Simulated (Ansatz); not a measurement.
**wB97M-V/def2-TZVPP run of SiH3F (SMILES F[SiH3])**

Aim: the electronic atomisation energy of SiH3F at wB97M-V/def2-TZVPP, from 4 runs. 

The calculation is run with Ansatz 0.2.0.

52 further runs of the same task are left out: 1 that didn't finish, 51 set aside as unsound or not needed.

### 1 The structure to begin with

SiH3F: 5 atoms, total charge 0, spin state singlet. SMILES: `F[SiH3]`. Geometry: relaxed at PBE0-D4/def2-TZVP.

Bond lengths: F1–Si2 1.600 Å, Si2–H3 1.482 Å, Si2–H4 1.482 Å, Si2–H5 1.482 Å. Angles: F1–Si2–H3 108.3°, F1–Si2–H4 108.3°, F1–Si2–H5 108.3°, H3–Si2–H4 110.6°, H3–Si2–H5 110.6°, H4–Si2–H5 110.6°.

### 2 A single-point energy at wB97M-V/def2-TZVPP

File in.yaml:

```yaml
basis:
  gaussian: {orbitals: def2-TZVPP}
crystal:
  periodic: [false, false, false]
  atoms:
    - {symbol: F, position_ang: [-1.274600, 0.162800, 0.858000]}
    - {symbol: Si, position_ang: [0.043300, -0.019300, -0.030700]}
    - {symbol: H, position_ang: [-0.367800, -0.192600, -1.443700]}
    - {symbol: H, position_ang: [0.768600, -1.217900, 0.451600]}
    - {symbol: H, position_ang: [0.880500, 1.193400, 0.123400]}
total_charge: 0
hamiltonian: {xc: {name: wB97M-V}}
accuracy: high
output: {orbitals: {seedname: orbitals}}
```

Run with:

```sh
$ ansatz run in.yaml --threads 1 --pin off --max-ram 3480MiB --events-out events.jsonl --progress --plain --runs-dir runs
```

Log:

```text
Warning: RAYON_NUM_THREADS=1 ignored (pool sized by the plan → 1); use --threads N
Functional definition: wB97M-V
  name "wB97M-V"
  parameter omega = 0.3/bohr
  parameter cx = 0.15
  parameter cx01 = 1.007
  parameter cx10 = 0.259
  parameter css00 = 0.443
  parameter css04 = -1.437
  parameter css10 = -4.535
  parameter css20 = -3.390
  parameter css43 = 4.278
  parameter cos00 = 1.000
  parameter cos10 = 1.358
  parameter cos20 = 2.924
  parameter cos21 = -8.812
  parameter cos60 = -1.390
  parameter cos61 = 9.142
  parameter b = 6.0
  parameter c = 0.01
  gx(w, u) = 1 - cx + cx01*u + cx10*w
  gss(w, u) = css00 + css04*u^4 + css10*w + css20*w^2 + css43*w^4*u^3
  gos(w, u) = cos00 + cos10*w + (cos20 + cos21*u)*w^2 + (cos60 + cos61*u)*w^6
  exchange = spin_sum(e_x_unif_sr(omega)*gx(b97_w, b97_u_x)) + cx*exact_x_sr(omega) + exact_x_lr(omega)
  correlation = spin_sum(e_c_pw_mod_same_spin*gss(b97_w, b97_u_same))
      + integral(e_c_pw_mod_opposite_spin*gos(b97_w_opposite, b97_u_opposite)) + vv10(b, c)
1908 factors; integrals over basis functions are off by at most 3.3e-9 eV
288 factors; integrals over basis functions are off by at most 2.6e-9 eV
mean field evaluation 1: about -10643.4345 eV, gradient 3.0e1 eV
mean field evaluation 2: about -10643.1847 eV, gradient 3.5e1 eV
mean field evaluation 4: about -10644.7195 eV, gradient 8.8e-1 eV
mean field evaluation 8: about -10644.7280 eV, gradient 4.7e-2 eV
mean field evaluation 16: about -10644.7281 eV, gradient 2.0e-6 eV
mean field -10644.72805452 eV, -391.1865407478 hartree, gradient 4.2e-8 eV, S^2 0.000000; 0 other end points of the search recorded, 0 dependent functions left out
reference -10644.72805872 eV, -391.1865409021 hartree; 13, 13 occupied and 102, 102 virtual orbitals, 1908 factors
Total energy: -10644.72805872 eV, -391.1865409021 hartree
```

Wall time 13 s (1 thread of Intel Xeon 6975P-C (Granite Rapids), shared host); peak memory 0.47 GiB.

### 3 The F atom, same level

File run.yaml:

```yaml
basis:
  gaussian:
    orbitals: def2-TZVPP
crystal:
  periodic: [false, false, false]
  atoms:
    - {symbol: F, position_ang: [0.000000, 0.000000, 0.000000]}
magnetization:
  spin_polarized: true
  initial_magnetization: 1
hamiltonian:
  xc: {name: wB97M-V}
accuracy: high
```

Run the same way, it converges to -99.74527 Eh (log not shown).

### 4 The H atom at the same level

File in.yaml:

```yaml
crystal:
  periodic: [false, false, false]
  atoms:
    - {symbol: H, position_ang: [0.000000, 0.000000, 0.000000]}
basis:
  gaussian: {orbitals: def2-TZVPP}
magnetization: {spin_polarized: true, initial_magnetization: 1}
hamiltonian: {xc: {name: wB97M-V}}
accuracy: high
```

Run the same way, it converges to -0.49411 Eh (log not shown).

### 5 The Si atom

File in.yaml:

```yaml
crystal:
  periodic: [false, false, false]
  atoms:
    - {symbol: Si, position_ang: [0.000000, 0.000000, 0.000000]}
basis:
  gaussian:
    orbitals: def2-TZVPP
magnetization:
  spin_polarized: true
  initial_magnetization: 2
hamiltonian:
  xc: {name: wB97M-V}
accuracy: high
```

Run the same way, it converges to -289.35250 Eh (log not shown).

### 6 What came out

At wB97M-V/def2-TZVPP:

```
                     quantity          value
       molecule: total energy  -391.18654 Eh
        molecule: HOMO energy      -12.06 eV
        molecule: LUMO energy        1.59 eV
      molecule: HOMO–LUMO gap       13.65 eV
         F atom: total energy   -99.74527 Eh
                 F atom: ⟨S²⟩          0.752
         H atom: total energy    -0.49411 Eh
                 H atom: ⟨S²⟩          0.750
        Si atom: total energy  -289.35250 Eh
                Si atom: ⟨S²⟩          2.001
electronic atomisation energy      16.502 eV
```

What this shows: Taking the molecule apart into free atoms costs 16.50 eV (381 kcal/mol), before zero-point energy and without spin-orbit coupling.
